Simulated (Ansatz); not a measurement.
# La5O: the cost of one run

Method: DFT PBE, scalar-relativistic, plane waves, PAW, in Ansatz 0.2.0.

## (1) The starting structure

Symmetry: F-43m, No. 216, cubic system. Conventional cell: a = 8.594 Å, b = 8.594 Å, c = 8.594 Å, α = 90.00°, β = 90.00°, γ = 90.00°. La (site symmetry 3m) is surrounded by 9 La at 3.04 to 3.56 Å and 3 O at 3.56 Å. La (site symmetry -43m) is surrounded by 12 La at 3.56 Å and 4 O at 3.72 Å. O (site symmetry -43m) has 16 La at 3.56 to 3.72 Å in its first shell of neighbours.

Coordinates:

```cif
data_structure
_symmetry_space_group_name_H-M 'F-43m'
_symmetry_Int_Tables_number 216
_cell_length_a 8.5939
_cell_length_b 8.5939
_cell_length_c 8.5939
_cell_angle_alpha 90.000
_cell_angle_beta 90.000
_cell_angle_gamma 90.000
_cell_volume 634.71
loop_
_atom_site_label
_atom_site_type_symbol
_atom_site_symmetry_multiplicity
_atom_site_Wyckoff_symbol
_atom_site_fract_x
_atom_site_fract_y
_atom_site_fract_z
_atom_site_occupancy
La1 La 16 e 0.62500 0.12500 0.87500 1
La2 La 4 d 0.25000 0.25000 0.75000 1
O1 O 4 a 0.00000 0.00000 0.00000 1
```

A structure generator made this guess: species swapped into a database cell of DyCu5 (F-43m, No. 216), with O on the Dy sites and La on the Cu sites. The dimensions are guesses.

## (2) The guess as it stands, on a coarse mesh

The input, input.yaml:

```yaml
crystal:
  lattice:
    - [0.0, 4.29696881, 4.29696881]
    - [4.29696881, 0.0, 4.29696881]
    - [4.29696881, 4.29696881, 0.0]
  atoms:
    - { symbol: La, position: [0.125, 0.625, 0.625] }
    - { symbol: La, position: [0.625, 0.625, 0.625] }
    - { symbol: La, position: [0.625, 0.125, 0.625] }
    - { symbol: La, position: [0.625, 0.625, 0.125] }
    - { symbol: La, position: [0.25, 0.25, 0.25] }
    - { symbol: O, position: [0.0, 0.0, 0.0] }
basis:
  ecutwfc: 420
kpoints:
  mp_grid: { grid: [4, 4, 4] }
hamiltonian:
  xc: pbe
scf:
  occupations: { method: gaussian, width: 0.1 }
  lower_state_search: "off"
output:
  forces: true
  stress: true
  eigenvalues: true
```

Command:

```sh
$ ansatz run input.yaml --threads 1 --pin off --max-ram 2560MiB --backend cpu --events-out ev --progress --plain --runs-dir out
```

Q: Estimate wall time and peak memory on 1 thread of Intel Xeon at 2.50GHz (Skylake/Cascade Lake), shared host.

About 9 s, with a peak of 0.4 GiB.
